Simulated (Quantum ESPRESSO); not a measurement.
## MoSe: Hubbard U from linear response under several settings

```
Mo Se
1.0
     3.50023    0.00000    0.00000
     0.00000    3.50023    0.00000
     0.00000    0.00000    3.50023
Mo Se
1 1
Direct
  0.00000 0.00000 0.00000
  0.50000 0.50000 0.50000
```

The cell was built by a generator and needn't be a form met in nature.

All runs used Quantum ESPRESSO 7.5; potentials GBRV 1.5 PBEsol; k mesh 4 × 4 × 4; given cell; no spin polarisation; cutoff 612 eV.

```csv
level,occupations,projectors,U typed (eV),q mesh,with V,state,U computed (eV)
PBEsol+U,"fermi-dirac, width 0.05 eV",ortho-atomic,0.0,2 × 2 × 2,no,metal,Mo 3.8
PBEsol+U,"fermi-dirac, width 0.05 eV",ortho-atomic,2.0,2 × 2 × 2,no,metal,Mo 3.8
PBEsol+U,"smeared at first, fixed for the response",ortho-atomic,6.0,2 × 2 × 2,no,insulator,?
PBEsol+U,"fermi-dirac, width 0.05 eV",ortho-atomic,8.0,2 × 2 × 2,no,metal,Mo 3.5
```

**Question.** What stands in the row left open?

**Answer.** U computed Mo 3.5 eV.

Caveats: all runs use coarse meshes; U without spin polarisation on a metal has little footing (some runs).

For the row left open. Caveat: the k mesh is coarse (spacing up to 0.45 Å⁻¹), so the values aren't converged.
